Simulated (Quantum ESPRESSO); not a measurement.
# CuPd6 (Pm-3m) in Quantum ESPRESSO: reference runs

Reference runs on CuPd6: the cell as given.

All numbers are computed with Quantum ESPRESSO 7.5; they aren't measurements. Logs are shortened: lines on timing, memory, paths and dates and some standing lists are left out, and cuts for length are marked.

## Step 1: The crystal as given

The structure is cubic, space group Pm-3m (No. 221). The conventional cell has a = 4.630 Å, b = 4.630 Å, c = 4.630 Å, α = 90.00°, β = 90.00°, γ = 90.00°. Around Cu (site symmetry m-3m) lie 24 Pd at 3.41 Å. Around Pd (site symmetry 4mm) lie 5 Pd at 1.92 Å.

The cell was built by a generator and needn't be a form met in nature.

## Step 2: Single point, PBE

pw.in

```
&CONTROL
  calculation = 'scf'
  prefix = 'pwscf'
  outdir = './tmp'
  pseudo_dir = './pseudo'
  tprnfor = .true.
  tstress = .true.
  disk_io = 'low'
/
&SYSTEM
  ibrav = 0
  nat = 7
  ntyp = 2
  ecutwfc = 60
  ecutrho = 440
  nbnd = 76
  occupations = 'smearing'
  smearing = 'fd'
  degauss = 0.00367493
/
&ELECTRONS
  conv_thr = 1.4d-09
  electron_maxstep = 120
  mixing_beta = 0.5
/
ATOMIC_SPECIES
Cu    63.5460 Cu.paw.z_11.ld1.psl.v1.0.0-low.upf
Pd   106.4200 Pd_ONCV_PBE-1.0.oncvpsp.upf
CELL_PARAMETERS angstrom
   4.6303067000    0.0000000000    0.0000000000
   0.0000000000    4.6303067000    0.0000000000
   0.0000000000    0.0000000000    4.6303067000
ATOMIC_POSITIONS crystal
Cu     0.0000000000    0.0000000000    0.0000000000
Pd     0.5000000000    0.5000000000    0.2070000000
Pd     0.5000000000    0.5000000000    0.7930000000
Pd     0.2070000000    0.5000000000    0.5000000000
Pd     0.7930000000    0.5000000000    0.5000000000
Pd     0.5000000000    0.2070000000    0.5000000000
Pd     0.5000000000    0.7930000000    0.5000000000
K_POINTS automatic
6 6 6 0 0 0
```

pp_density.in

```
&INPUTPP
  prefix = 'pwscf'
  outdir = './tmp'
  filplot = 'density.dat'
  plot_num = 0
/
&PLOT
  nfile = 1
  filepp(1) = 'density.dat'
  iflag = 3
  output_format = 6
  fileout = 'density.cube'
/
```

pp_potential.in

```
&INPUTPP
  prefix = 'pwscf'
  outdir = './tmp'
  filplot = 'potential.dat'
  plot_num = 11
/
&PLOT
  nfile = 1
  filepp(1) = 'potential.dat'
  iflag = 3
  output_format = 6
  fileout = 'potential.cube'
/
```

Potentials or basis: SSSP 1.3 efficiency PBE.

Started as:

```console
$ OMP_NUM_THREADS=1 pw.x -in pw.in > pw.out
$ OMP_NUM_THREADS=1 pp.x -in pp_density.in > pp_density.out
$ OMP_NUM_THREADS=1 pp.x -in pp_potential.in > pp_potential.out
```

pw.out:

```text
This program is part of the open-source Quantum ESPRESSO suite
     for quantum simulation of materials; please cite
         "P. Giannozzi et al., J. Phys.:Condens. Matter 21 395502 (2009);
         "P. Giannozzi et al., J. Phys.:Condens. Matter 29 465901 (2017);
         "P. Giannozzi et al., J. Chem. Phys. 152 154105 (2020);
     in publications or presentations arising from this work. More details at

     file Cu.paw.z_11.ld1.psl.v1.0.0-low.upf: wavefunction(s)  4S 3D renormalized
     Message from routine setup:
     using ibrav=0 with symmetry is DISCOURAGED, use correct ibrav instead

     G-vector sticks info
     --------------------
     sticks:   dense  smooth     PW     G-vecs:    dense   smooth      PW
     Sum        2701    1465    421               104415    42115    6619

     Using Slab Decomposition

     bravais-lattice index     =            0
     lattice parameter (alat)  =       8.7500  a.u.
     unit-cell volume          =     669.9245 (a.u.)^3
     number of atoms/cell      =            7
     number of atomic types    =            2
     number of electrons       =       119.00
     number of Kohn-Sham states=           76
     kinetic-energy cutoff     =      60.0000  Ry
     charge density cutoff     =     440.0000  Ry
     scf convergence threshold =      1.4E-09
     mixing beta               =       0.5000
     number of iterations used =            8  plain     mixing
     Exchange-correlation= PBE
                           (   1   4   3   4   0   0   0)

     celldm(1)=   8.750012  celldm(2)=   0.000000  celldm(3)=   0.000000
     celldm(4)=   0.000000  celldm(5)=   0.000000  celldm(6)=   0.000000

     crystal axes: (cart. coord. in units of alat)
               a(1) = (   1.000000   0.000000   0.000000 )
               a(2) = (   0.000000   1.000000   0.000000 )
               a(3) = (   0.000000   0.000000   1.000000 )

     reciprocal axes: (cart. coord. in units 2 pi/alat)
               b(1) = (  1.000000  0.000000  0.000000 )
               b(2) = (  0.000000  1.000000  0.000000 )
               b(3) = (  0.000000  0.000000  1.000000 )

     PseudoPot. # 1 for Cu read from file:
     Cu.paw.z_11.ld1.psl.v1.0.0-low.upf
     Pseudo is Projector augmented-wave + core cor, Zval = 11.0
     Generated using &quot;atomic&quot; code by A. Dal Corso  v.6.3MaX
     Shape of augmentation charge: PSQ
     Using radial grid of 1199 points,  6 beta functions with:
                l(1) =   0
                l(2) =   0
                l(3) =   1
                l(4) =   1
                l(5) =   2
                l(6) =   2
     Q(r) pseudized with 0 coefficients

     PseudoPot. # 2 for Pd read from file:
     Pd_ONCV_PBE-1.0.oncvpsp.upf
     Pseudo is Norm-conserving, Zval = 18.0
     Generated using ONCVPSP code by D. R. Hamann
     Using radial grid of 1410 points,  6 beta functions with:
                l(1) =   0
                l(2) =   0
                l(3) =   1
                l(4) =   1
                l(5) =   2
                l(6) =   2

     atomic species   valence    mass     pseudopotential
     Cu               11.00    63.54600     Cu( 1.00)
     Pd               18.00   106.42000     Pd( 1.00)

     48 Sym. Ops., with inversion, found

   Cartesian axes

     site n.     atom                  positions (alat units)
         1        Cu     tau(   1) = (   0.0000000   0.0000000   0.0000000  )
         2        Pd     tau(   2) = (   0.5000000   0.5000000   0.2070000  )
         3        Pd     tau(   3) = (   0.5000000   0.5000000   0.7930000  )
         4        Pd     tau(   4) = (   0.2070000   0.5000000   0.5000000  )
         5        Pd     tau(   5) = (   0.7930000   0.5000000   0.5000000  )
         6        Pd     tau(   6) = (   0.5000000   0.2070000   0.5000000  )
         7        Pd     tau(   7) = (   0.5000000   0.7930000   0.5000000  )

     number of k points=    20  Fermi-Dirac smearing, width (Ry)=  0.0037
                       cart. coord. in units 2pi/alat
        k(    1) = (   0.0000000   0.0000000   0.0000000), wk =   0.0092593
        k(    2) = (   0.0000000   0.0000000   0.1666667), wk =   0.0555556
        k(    3) = (   0.0000000   0.0000000   0.3333333), wk =   0.0555556
        k(    4) = (   0.0000000   0.0000000  -0.5000000), wk =   0.0277778
        k(    5) = (   0.0000000   0.1666667   0.1666667), wk =   0.1111111
        k(    6) = (   0.0000000   0.1666667   0.3333333), wk =   0.2222222
[... 12 lines left out ...]
        k(   19) = (   0.3333333  -0.5000000  -0.5000000), wk =   0.0555556
        k(   20) = (  -0.5000000  -0.5000000  -0.5000000), wk =   0.0092593

     Dense  grid:   104415 G-vectors     FFT dimensions: (  60,  60,  60)

     Smooth grid:    42115 G-vectors     FFT dimensions: (  45,  45,  45)

     Initial potential from superposition of free atoms

     starting charge     118.9977, renormalised to     119.0000
     Starting wfcs are   69 randomized atomic wfcs +    7 random wfcs

     Self-consistent Calculation

     iteration #  1     ecut=    60.00 Ry     beta= 0.50
     Davidson diagonalization with overlap
     ethr =  1.00E-02,  avg # of iterations =  6.2

     total energy              =   -1711.12943592 Ry
     estimated scf accuracy    <      22.84557063 Ry
[... 106 lines left out ...]
     iteration # 17     ecut=    60.00 Ry     beta= 0.50
     Davidson diagonalization with overlap
     ethr =  8.02E-12,  avg # of iterations =  3.2

     End of self-consistent calculation

          k = 0.0000 0.0000 0.0000 (  5257 PWs)   bands (ev):

   -68.2064 -66.4683 -66.4683 -66.4683 -66.3769 -66.3769 -38.1674 -34.5901
   -34.5901 -34.5901 -34.1291 -34.1291 -34.1291 -33.6162 -33.6162 -32.4232
   -32.4232 -32.4232 -30.9795 -30.9795 -30.9795 -30.7468 -30.7468 -30.7468
     3.8416  10.0118  10.0118  10.0118  10.1946  10.4711  10.4711  10.4711
    11.4735  11.4735  12.1127  12.1127  12.1127  13.0251  14.8333  14.8333
    15.6795  15.6795  15.6795  16.4284  16.4284  16.4284  17.0800  17.0800
    17.0800  18.9047  18.9047  19.2695  19.2695  19.4742  19.4742  19.4742
    20.5966  22.3271  22.3271  22.3271  22.5524  23.2337  23.2337  23.2337
    23.8869  23.8869  29.9172  29.9172  29.9172  29.9712  30.3806  30.3806
    30.3806  31.1597  31.1597  32.1665
[... 94 lines left out ...]
   -67.9833 -66.9875 -66.8917 -66.4682 -66.1736 -65.8549 -37.1969 -36.1243
   -35.6958 -34.4664 -34.3894 -34.2840 -34.2365 -32.6736 -32.3312 -32.2604
   -32.1155 -31.9465 -31.7365 -31.0822 -30.9383 -30.9171 -30.8230 -30.7856
     5.7696   7.9756   8.9927   9.1976   9.2093   9.7387   9.7587  11.9115
    12.3150  12.3640  12.6505  12.7097  13.4999  13.7981  14.0227  14.3339
    15.3445  15.4018  15.9517  16.2160  16.6809  16.8407  16.8546  17.8551
    18.1648  18.5446  18.9065  19.2615  19.3717  19.4570  19.5378  19.7221
    19.7729  20.1989  20.6751  21.2191  21.3904  21.8246  21.8555  25.5389
    25.8625  25.8753  26.6174  27.6901  28.2021  28.8987  29.2649  30.7419
    31.1329  31.7797  33.5583  35.5361

          k = 0.0000-0.5000-0.5000 (  5248 PWs)   bands (ev):

   -67.9415 -66.9875 -66.9875 -66.4682 -66.1590 -65.8146 -36.9210 -36.1175
   -36.1175 -34.4365 -34.4223 -34.2840 -34.2840 -32.3522 -32.3127 -32.3127
   -32.0679 -31.8751 -31.8751 -31.1459 -30.9383 -30.9383 -30.8072 -30.7941
     6.2033   7.8290   9.0072   9.0072   9.2232   9.2232   9.6761  12.0292
    12.4350  12.4350  12.4594  13.0290  13.8148  13.8148  13.8986  14.2304
    15.6760  15.6760  15.6928  16.6128  16.6128  16.6833  16.7260  17.6873
    18.2622  18.4670  19.0492  19.3550  19.3550  19.4707  19.7476  19.9762
    19.9991  19.9991  20.2283  20.2283  21.1096  21.4445  21.9296  25.8384
    26.1940  26.5208  26.6982  26.6982  27.9314  27.9314  29.0350  32.0591
    32.0591  33.8253  33.8253  34.8128
[... 55 lines left out ...]
   -67.9490 -66.9875 -66.8932 -66.6364 -66.0384 -65.8537 -37.0888 -36.1177
   -35.7130 -34.7219 -34.3894 -34.3203 -34.2788 -32.4829 -32.2718 -32.2053
   -32.1148 -31.9334 -31.7367 -31.0822 -30.9809 -30.9564 -30.8164 -30.7908
     6.0365   7.9801   8.4945   8.7372   9.5863   9.6797  10.1662  12.0181
    12.1979  12.3577  12.5984  12.8785  13.5560  13.6610  14.0879  14.5732
    15.2517  15.2825  15.6767  16.1291  16.3809  16.9573  17.2893  17.8347
    18.3563  18.8986  18.9753  19.2973  19.3743  19.4324  19.5322  19.6052
    19.7725  20.1334  20.8419  21.3136  21.3572  21.7455  21.8818  23.6484
    23.9619  25.5441  26.0903  28.2787  29.4436  30.2343  31.1200  31.4386
    31.4811  32.0436  33.6256  35.1436

          k = 0.1667-0.5000-0.5000 (  5260 PWs)   bands (ev):

   -67.9052 -66.9875 -66.9875 -66.6398 -66.0228 -65.8146 -36.8071 -36.1109
   -36.1109 -34.7138 -34.4223 -34.3203 -34.3203 -32.2484 -32.2484 -32.1844
   -32.0679 -31.8670 -31.8670 -31.1458 -30.9809 -30.9809 -30.8072 -30.7968
     6.4949   7.8356   8.4889   8.4889   9.5997   9.6560   9.6560  12.1302
    12.4012  12.5128  12.6716  12.6716  13.7863  13.8642  13.8642  14.4829
    15.3655  15.5867  15.5867  16.5341  16.6878  16.7836  16.7836  17.6739
    18.2653  19.2009  19.3261  19.3261  19.4306  19.4790  19.6680  19.6680
    19.7227  20.0244  20.4623  20.4623  20.8999  21.6298  21.9312  23.8535
    24.7624  24.8434  24.8434  28.5048  30.0079  30.0079  30.9421  32.5097
    32.5097  33.7379  33.7379  34.9939
[... 16 lines left out ...]
   -67.8682 -66.9875 -66.9146 -66.8450 -65.8983 -65.8429 -36.7870 -36.1042
   -35.8391 -35.1493 -34.3903 -34.3883 -34.3536 -32.1727 -32.1654 -32.1112
   -32.0865 -31.8829 -31.7564 -31.0829 -31.0815 -31.0382 -30.8087 -30.8000
     6.7381   7.9608   8.0750   8.2431   9.5213   9.8698  10.3309  11.2716
    12.2693  12.4402  12.9960  13.1914  13.4494  13.8171  14.1984  14.5613
    15.1036  15.1390  15.5344  16.5680  16.8853  17.0688  17.1399  17.7666
    18.0083  18.9591  19.0224  19.3932  19.4144  19.4966  19.6286  19.8010
    20.1682  20.2405  21.0407  21.0459  21.2847  21.7835  21.8320  22.2224
    22.4862  23.7257  24.1085  30.6417  31.3612  31.9524  32.0161  32.7949
    32.8490  33.0156  34.2460  34.7256

          k = 0.3333-0.5000-0.5000 (  5272 PWs)   bands (ev):

   -67.8182 -66.9875 -66.9875 -66.8769 -65.8708 -65.8146 -36.4802 -36.0972
   -36.0972 -35.3002 -34.4223 -34.3893 -34.3893 -32.1237 -32.1237 -32.0680
   -31.9153 -31.8348 -31.8348 -31.1458 -31.0822 -31.0822 -30.8072 -30.8032
     7.2942   7.8496   8.0265   8.0265   9.4585   9.9436   9.9436  11.0219
    12.3913  12.5589  13.1188  13.1188  13.5022  14.0931  14.0931  14.6109
    15.0536  15.4612  15.4612  16.6970  16.8679  16.8679  17.5093  17.6470
    17.8762  19.0052  19.0052  19.4216  19.4952  19.5100  19.9335  19.9335
    20.2503  20.6476  20.6476  20.6531  20.7388  21.8295  21.9345  22.1481
    22.7037  22.7798  22.7798  31.1444  32.3825  32.3825  33.3617  33.6180
    33.6180  33.9440  33.9440  35.2244

          k =-0.5000-0.5000-0.5000 (  5232 PWs)   bands (ev):

   -67.7629 -66.9875 -66.9875 -66.9875 -65.8146 -65.8146 -36.0902 -36.0902
   -36.0902 -35.7992 -34.4223 -34.4223 -34.4223 -32.0681 -32.0681 -32.0681
   -31.8007 -31.8007 -31.8007 -31.1458 -31.1458 -31.1458 -30.8071 -30.8071
     7.8569   7.8569   7.8569   8.0051   9.3928  10.0268  10.0268  10.0268
    12.5954  12.5954  13.2864  13.2864  13.2864  14.3607  14.3607  14.3607
    15.4033  15.4033  15.4033  16.7018  16.7018  16.7018  17.6337  17.6337
    18.6087  18.9007  18.9007  18.9007  19.5032  19.5032  20.5567  20.5567
    20.5567  20.6990  21.0928  21.0928  21.0928  21.1636  21.1636  21.1636
    21.9025  21.9374  21.9374  32.9255  32.9255  32.9255  34.4704  34.4704
    34.4704  35.4765  35.4765  36.0946

     the Fermi energy is    21.1786 ev

!    total energy              =   -1726.84921981 Ry
     estimated scf accuracy    <          1.3E-10 Ry
     smearing contrib. (-TS)   =      -0.00294114 Ry
     internal energy E=F+TS    =   -1726.84627867 Ry

     The total energy is F=E-TS. E is the sum of the following terms:
     one-electron contribution =   -1190.16897992 Ry
     hartree contribution      =     674.42304900 Ry
     xc contribution           =    -198.50975325 Ry
     ewald contribution        =    -922.79542845 Ry
     one-center paw contrib.   =     -89.79516604 Ry

     convergence has been achieved in  17 iterations

     Forces acting on atoms (cartesian axes, Ry/au):

     atom    1 type  1   force =     0.00000000    0.00000000    0.00000000
     atom    2 type  2   force =     0.00000000    0.00000000   -1.63775346
     atom    3 type  2   force =     0.00000000    0.00000000    1.63775346
     atom    4 type  2   force =    -1.63775346    0.00000000    0.00000000
     atom    5 type  2   force =     1.63775346    0.00000000    0.00000000
     atom    6 type  2   force =     0.00000000   -1.63775346    0.00000000
     atom    7 type  2   force =     0.00000000    1.63775346    0.00000000

     Total force =     4.011660     Total SCF correction =     0.000160

     Computing stress (Cartesian axis) and pressure

          total   stress  (Ry/bohr**3)                   (kbar)     P=     3412.57
   0.02319815   0.00000000   0.00000000         3412.57        0.00        0.00
   0.00000000   0.02319815   0.00000000            0.00     3412.57        0.00
   0.00000000   0.00000000   0.02319815            0.00        0.00     3412.57

=------------------------------------------------------------------------------=
   JOB DONE.
=------------------------------------------------------------------------------=
```

It took 3.3 min on 1 thread of Intel Xeon Platinum 8488C (Sapphire Rapids), shared host; peak memory 0.53 GiB.

Results:

```yaml
Free_energy: -23494.9806 eV
Pressure: 341.3 GPa
Largest_force: 42.108 eV/Å
Band_gap_on_the_k_mesh: none (metal or under the smearing width)
```

Forces in eV/Å, atoms in the order of the input:
```
Cu    0.000   0.000   0.000
Pd    0.000   0.000 -42.108
Pd    0.000   0.000  42.108
Pd  -42.108   0.000   0.000
Pd   42.108   0.000   0.000
Pd    0.000 -42.108   0.000
Pd    0.000  42.108   0.000
```

Levels at points of the mesh, in eV from the Fermi level:
```
              k point  band 57  band 58  band 59  band 60  band 61  band 62  band 63  band 64
   (0.00, 0.00, 0.00)    -0.58     1.15     1.15     1.15     1.37     2.06     2.06     2.06
  (0.00, 0.00, -0.50)    -1.26    -1.11    -1.11    -0.15     2.06     3.09     3.49     3.65
 (0.00, -0.50, -0.50)    -1.18    -1.18    -0.95    -0.95    -0.07     0.27     0.75     4.66
(-0.50, -0.50, -0.50)    -0.62    -0.48    -0.09    -0.09    -0.09    -0.02    -0.02    -0.02
```

Caveat: a pressure of tens of GPa on the cell as given is suspect, and the run, the potentials or the cell itself is likely at fault; forces of over 1 eV/Å show positions far from the minimum, so gaps and moduli don't describe the material at rest.
